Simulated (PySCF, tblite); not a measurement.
# C₄H₁₀ClFSi₂: geometry, infrared bands and NMR shifts

Aim: predict the infrared bands and NMR shifts of C₄H₁₀ClFSi₂ (`CC[Si@H](Cl)/C(F)=C/[SiH3]`).

Computed with tblite 0.8.0 and PySCF 2.14.0, with density-fitted response routines of our own, on a single molecule in the gas phase. Atoms count from 0, in the outputs and in this text.

### Step 1. The starting structure

18 atoms, charge 0, multiplicity 1; geometry from: force field or distance geometry start.

Bonds of the start (Å): C0–C1 1.52, C1–Si2 1.84, Si2–Cl3 2.12, Si2–C4 1.81, C4–F5 1.38, C4–C6 1.32, C6–Si7 1.87, C0–H8 1.12, C0–H9 1.12, C0–H10 1.09, C1–H11 1.10, C1–H12 1.12, Si2–H13 1.48, C6–H14 1.09, Si7–H15 1.45, Si7–H16 1.48, Si7–H17 1.47.

### Step 2. Relaxing the molecule with GFN2-xTB

Job settings and geometry (Å):

```
{"job": {"kind": "relax", "xc": "GFN2-xTB", "basis": "xTB"}, "charge": 0, "multiplicity": 1}
C     -3.173700    -0.125100    -0.079400
C     -1.743800    -0.609300     0.090300
Si    -0.717400     0.448300    -1.004700
Cl    -1.256900    -0.052300    -2.991000
C      1.075100     0.246500    -0.876900
F      1.787100     0.143800    -2.059200
C      1.761900     0.194400     0.250200
Si     3.616500    -0.016600     0.189800
H     -3.155300     0.988300     0.045600
H     -3.432000    -0.306800    -1.153600
H     -3.890400    -0.592700     0.602900
H     -1.508100    -0.570100     1.167200
H     -1.799600    -1.691500    -0.202500
H     -1.056200     1.877700    -0.791600
H      1.230900     0.277900     1.201600
H      4.109100    -0.972000     1.170300
H      3.932800    -0.551100    -1.157900
H      4.211100     1.316800     0.322600
```

On the command line:

```bash
$ OMP_NUM_THREADS=1 python probes_run.py task.json out
```

This one command runs all jobs of the session in turn.

**Question.** This job is followed by: GFN2-xTB harmonic vibrations, gas phase; GIAO PBE0/pcSseg-1 NMR shielding, non-relativistic, gas phase. Predict these results of the whole session: strongest single infrared mode (GFN2-xTB); zero-point energy (GFN2-xTB); 13C shifts against TMS (PBE0/pcSseg-1); 1H shifts against TMS (PBE0/pcSseg-1, means over atoms taken as alike); 29Si shifts against TMS (PBE0/pcSseg-1); 35Cl shifts against HCl (PBE0/pcSseg-1); 19F shifts against CFCl3 (PBE0/pcSseg-1).

The runs gave:

```
                                                              quantity                                   value
                             strongest single infrared mode (GFN2-xTB)                    789 cm⁻¹, 509 km/mol
                                          zero-point energy (GFN2-xTB)                           77.0 kcal/mol
                                13C shifts against TMS (PBE0/pcSseg-1)             190.3, 117.7, 11.9, 8.5 ppm
1H shifts against TMS (PBE0/pcSseg-1, means over atoms taken as alike)  5.53, 5.20, 4.21, 1.23, 0.98, 0.84 ppm
                               29Si shifts against TMS (PBE0/pcSseg-1)                         -8.3, -90.3 ppm
                               35Cl shifts against HCl (PBE0/pcSseg-1)                                 -35 ppm
                              19F shifts against CFCl3 (PBE0/pcSseg-1)                               -69.5 ppm
```

What this shows: The optimisation took 148 steps and gained 0.572 eV; among the close pairs (by a distance rule), Si2–Cl3 changed most, from 2.118 to 2.022 Å. All 48 modes are real, so the xTB geometry is a minimum. The strongest single mode, at 789 cm⁻¹, is spread over several atoms, H15, Si7, H17, H16 among them. Unscaled tight-binding wavenumbers are off by several per cent, some by more. Its intensities can rank the bands wrongly. H14 (hydrogen on an alkene CH) lies farthest downfield among hydrogen, at 5.53 ppm; attached to an sp2 carbon and in the plane of the double bond. At PBE0/pcSseg-1: The widest tensor belongs to F5: span 265 ppm, with a paramagnetic part of -235 ppm.
